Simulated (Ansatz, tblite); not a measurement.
Sn3PbSe4: GFN1-xTB, run from Python

These are simulated results from tblite 0.8.0, not measurements. The cell was built from a prototype and was relaxed with r2SCAN in plane waves (Ansatz 0.2.0). It may be hypothetical. All runs are without spin polarisation.

The symmetry is I4/mmm (No. 139, tetragonal); a = 6.063 Å, c = 12.120 Å in the conventional setting, 27.84 Å³ an atom. Around Sn lie 6 Se at 3.03 Å; around Se lie 4 Sn at 3.03 Å and 2 Pb at 3.03 Å; around Sn lie 6 Se at 2.99–3.03 Å; around Se lie 5 Sn at 2.99–3.03 Å and 1 Pb at 3.07 Å; around Pb lie 6 Se at 3.03–3.07 Å.

tblite solves periodic systems at the zone centre alone, so the script builds a cluster of 2×2×1 conventional cells (64 atoms), which folds in a coarse mesh of k points.

The script, run.py:

```python
import json
from ase import Atoms
from ase.build import make_supercell
from ase.units import Bohr, GPa, Hartree
from tblite.interface import Calculator

atoms = Atoms(['Sn', 'Se', 'Sn', 'Se', 'Sn', 'Se', 'Pb', 'Se'],
              cell=[[-3.03137636, 3.03137636, 6.05997366], [3.03137636, -3.03137636, 6.05997366], [3.03137636, 3.03137636, -6.05997366]],
              scaled_positions=[[0.75, 0.25, 0.5], [0.5, 0.0, 0.5], [0.0, 0.0, 0.0], [0.753664529, 0.753664529, 0.0], [0.25, 0.75, 0.5], [0.0, 0.5, 0.5], [0.5, 0.5, 0.0], [0.246335471, 0.246335471, 0.0]],
              pbc=True)
cluster = make_supercell(atoms, [[0, 2, 2], [2, 0, 2], [1, 1, 0]])
calc = Calculator('GFN1-xTB', cluster.numbers, cluster.positions / Bohr, lattice=cluster.cell[:] / Bohr, periodic=cluster.pbc)
calc.set('temperature', 0.02 / Hartree)
calc.set('max-iter', 150)
res = calc.singlepoint()
levels = res.get('orbital-energies') * Hartree
nv = round(res.get('orbital-occupations').sum() / 2)
cells = len(cluster) // len(atoms)
out = {'energy_per_cell': res.get('energy') * Hartree / cells, 'homo': levels[nv - 1], 'lumo': levels[nv],
       'stress': (-res.get('virial') * Hartree / cluster.get_volume() / GPa).tolist(), 'charges': res.get('charges')[:len(atoms)].tolist(), 'electrons': 2 * nv / cells}
json.dump(out, open('results.json', 'w'))
for key, value in out.items():
    print(key, value)
```

Command: `python run.py`. It took 3 s on 1 thread of Arm Neoverse V2, with other jobs on the host, peak memory 0.13 GiB.

Output:

```
------------------------------------------------------------
  cycle        total energy    energy error   density error
------------------------------------------------------------
      1     -181.2433518952  -1.8072285E+02   5.1739645E-01
      2     -181.4156909310  -1.7233904E-01   3.1790187E-01
      3     -182.9394613525  -1.5237704E+00   2.3844487E-01
      4     -183.2258882192  -2.8642687E-01   9.0410114E-02
      5     -182.6423385417   5.8354968E-01   2.5105664E-01
      6     -183.2352703903  -5.9293185E-01   9.6022544E-02
      7     -183.2444702648  -9.1998745E-03   9.2605245E-02
      8     -183.3505537313  -1.0608347E-01   1.5069168E-02
      9     -183.3529830044  -2.4292730E-03   5.1526472E-03
     10     -183.3528540795   1.2892487E-04   5.5820073E-03
     11     -183.3533011305  -4.4705099E-04   3.0545350E-03
     12     -183.3530380152   2.6311525E-04   5.8545611E-03
     13     -183.3532570707  -2.1905543E-04   4.1634431E-03
     14     -183.3534434491  -1.8637845E-04   1.9406496E-03
     15     -183.3534934762  -5.0027112E-05   2.5953528E-04
     16     -183.3534941630  -6.8674029E-07   1.1810795E-04
     17     -183.3534940407   1.2227412E-07   1.5202774E-04
     18     -183.3534943012  -2.6055659E-07   5.9353221E-05
     19     -183.3534943448  -4.3575426E-08   1.5393838E-05
------------------------------------------------------------

 total:                                   2.365 sec
energy_per_cell -623.662839191689
homo -8.732687172916773
lumo -8.69873444744821
stress [[-11.158506036311257, 9.79183179149291e-07, -1.7443854727423564e-06], [9.791831791290698e-07, -11.158506036311293, -1.7443854780691183e-06], [-1.7443854727383163e-06, -1.744385478045485e-06, -11.455764294325059]]
charges [0.07407342111049009, -0.18130550750767194, 0.08642709718315605, -0.1567867034374625, 0.07407342111049953, -0.1813055075076951, 0.4416171312377424, -0.1567864370360614]
electrons 40.0
```

The cycle table is in hartree for the whole cluster, and the lines after it are in eV (the energy for one cell). The printed stress is in GPa and positive in compression, and the pressure is its mean diagonal.

GFN1-xTB gives a level spacing of 0.03 eV, too small to call a gap. On the same cell, plane-wave PBE (Ansatz, 6×6×6 k points and the special points) gives a level spacing of 0.02 eV, too small to call a gap and r2SCAN a level spacing of 0.04 eV, too small to call a gap; on shared hosts these took about 30 and 63 core-seconds on the 8-atom cell, against 3 for the script. Spin-orbit coupling, left out in all these runs, can cut or reorder the gap by tenths of an eV, up to about 1 eV with Pb or Bi.

The same script was run on cells scaled at fixed shape and fractional coordinates:

```tsv
volume (Å³/atom)	energy (meV/atom)	pressure (GPa, positive in compression)	gap (eV)
24.50	-157.1	-2.95	0.25
26.17	-99.7	-7.72	0.04
27.84	0.0	-11.26	0.03
29.51	131.6	-13.67	0.01
31.18	276.7	-14.51	0.04
```

The minimum lies beyond the smallest of these volumes.

xTB was fitted mostly to molecules, and a small cluster samples few k points, so gaps, pressures and kinks along a curve can be far from a solid's.

Spin-orbit coupling is left out; in compounds of Pb, Bi, Tl or Hg it can lower a gap by up to about 1 eV, split its edges or invert the bands.
